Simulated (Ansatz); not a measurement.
AsH6N3, SMILES N[As](N)N: vertical energies of changing the electron count, run with Ansatz 0.2.0 through its Python package.

`run_ip.py`
```python
"""Removing and adding an electron on AsH6N3 at fixed geometry."""

import ansatz as az


def energy(molecule, charge=0, unpaired=0):
    calc = (
        molecule.calculation()
        .basis(gaussian="def2-SVPD")
        .functional("hf")
    )
    if charge:
        calc = calc.charge(charge)
    if unpaired:
        calc = calc.spin("collinear", total=unpaired)
    return calc.run().report["free_energy_ev"]

GEOMETRY = """
N    -1.11430   -0.13420   -1.05280
As    0.69730   -0.31340   -0.72270
N     0.34990   -1.38050    0.80550
N     0.89400    1.30340    0.30220
H    -1.26360    0.75600   -1.67700
H    -1.64620    0.12400   -0.16130
H     1.32850   -1.49290    1.30630
H     0.14440   -2.31160    0.46920
H     0.05570    1.30860    1.05570
H     0.63750    2.08940   -0.32200
"""


def main() -> None:
    ash6n3 = az.Crystal.molecule()
    for line in GEOMETRY.strip().splitlines():
        symbol, *xyz = line.split()
        ash6n3 = ash6n3.atom(symbol, [float(v) for v in xyz])

    # total-energy differences at one geometry
    parent = energy(ash6n3, 0, 0)
    cation = energy(ash6n3, 1, 1)
    print(f"E(N)   = {parent:.5f} eV")
    print(f"E(N-1) = {cation:.5f} eV  (1 unpaired)")
    print(f"vertical ionisation energy {cation - parent:.3f} eV")
    anion = energy(ash6n3, -1, 1)
    print(f"E(N+1) = {anion:.5f} eV  (1 unpaired)")
    print(f"vertical electron affinity {parent - anion:.3f} eV" + ("" if anion < parent else " (unbound in this basis)"))
    print(f"fundamental gap IP - EA = {cation + anion - 2 * parent:.3f} eV")


if __name__ == "__main__":
    main()
```

What does it cost to change the electron count at this fixed geometry?

At this unrelaxed geometry removing an electron costs 8.15 eV and an added one is unbound in this basis (by 2.45 eV).

The run itself:

```console
$ python run_ip.py
E(N)   = -65324.18899 eV
E(N-1) = -65316.03943 eV  (1 unpaired)
vertical ionisation energy 8.150 eV
E(N+1) = -65321.74089 eV  (1 unpaired)
vertical electron affinity -2.448 eV (unbound in this basis)
fundamental gap IP - EA = 10.598 eV
```

Notes:
- Total energies depend on the basis set; only differences at equal settings carry meaning.
- The geometry is a force-field or estimated start, not a minimum of this method, and the basis set is short of its limit. All parts are taken at fixed geometry, without zero-point energy. At an unrelaxed start these energies can be a whole eV from those at the minimum, and a small affinity can change sign.
- Hartree-Fock leaves correlation out, so bond, atomisation and ionisation energies come out well too low.
- A negative electron affinity means that the anion is unbound here; its size hangs on the basis and tends to about zero as the basis grows, and so does its part in any gap built on it.
- Finished in 67 s on 1 thread of Arm Neoverse V2, with other jobs on the host, peak memory 0.73 GiB.

(Lines on the test bed's own set-up are left out of the output.)
